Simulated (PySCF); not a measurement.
# PtCl₂: triplet, from a linear start

Where does triplet PtCl₂ go from a linear start, is the end point a minimum, and what are its modes, charges and moments?

Program: PySCF 2.14.0. Level of theory: PBE0, basis Pt def2-TZVP with ECP60, Cl def2-TZVP, scalar-relativistic core potentials, no spin–orbit coupling, density fitting. These are calculated values, not measurements.

3 atoms, charge 0, spin multiplicity 3.

Bond lengths: Pt1–Cl2 2.220 Å, Pt1–Cl3 2.220 Å. Angles: Cl2–Pt1–Cl3 180.0°.

```xyz
3
charge 0 multiplicity 3
Pt    0.0000    0.0000    0.0000
Cl    0.0000    0.0000    2.2200
Cl    0.0000    0.0000   -2.2200
```

```
                                          quantity                                value
                                           minimum                         triplet, D∞h
                                          geometry  Pt–Cl 2.156 Å (×2); Cl–Pt–Cl 180.0°
                                wavenumbers (cm⁻¹)        76 (πu), 409 (σg+), 434 (σu+)
                                     dipole moment                               0.00 D
highest occupied, lowest empty level (either spin)                      -8.44, -5.27 eV
                        polar-tensor charge of Pt1                              +0.83 e
                                 zero-point energy                           6.0 kJ/mol
                               entropy at 298.15 K                      299.8 J/(mol K)
         atomisation energy (no zero-point energy)                           662 kJ/mol
                                              ⟨S²⟩                                2.008
```

What this shows: The linear start keeps its D∞h symmetry and ends in a minimum. In the infrared the band at 434 cm⁻¹ (σu+, stretch) leads. Pt1 has a polar-tensor charge of +0.8 e (a dipole derivative, not a static charge), yet symmetry cancels the bond dipoles. Most of the spin sits on Pt1 (Mulliken spin 1.25, against 2 for the whole molecule). Other starts or spin states, not run here, may lie lower. One determinant may miss the lowest occupation of an open d or f shell. Spin–orbit coupling, left out here, can matter for elements this heavy.

Which input would start the first run of this session?

One input that does so (others would too):

One driver script runs all steps and calls PySCF; scf.py shows how it sets up the SCF of each step. The optimiser is the driver's own. After this first run the driver tries any further starts and a stability analysis.

Input file scf.py:

```python
from pyscf import gto, scf, dft
mol = gto.M(atom='''
Pt     0.000000     0.000000     0.000000
Cl     0.000000     0.000000     2.220000
Cl     0.000000     0.000000    -2.220000''',
    basis={'Pt': 'def2-TZVP', 'Cl': 'def2-TZVP'},
    ecp={'Pt': 'def2-TZVP'},
    charge=0, spin=2)
mf = dft.UKS(mol, xc='PBE0')
mf.grids.atom_grid = (50, 194)
aux = {'Pt': 'def2-universal-JKFIT', 'Cl': 'def2-universal-JKFIT'}
mf = mf.density_fit(auxbasis=aux)
mf.conv_tol = 1e-08
mf.diis_space = 10
mf.max_cycle = 60
mf.init_guess = 'minao'
mf.verbose = 4
mf.kernel()
```

Started as:

```sh
OMP_NUM_THREADS=4 python axn.py task.json out
```
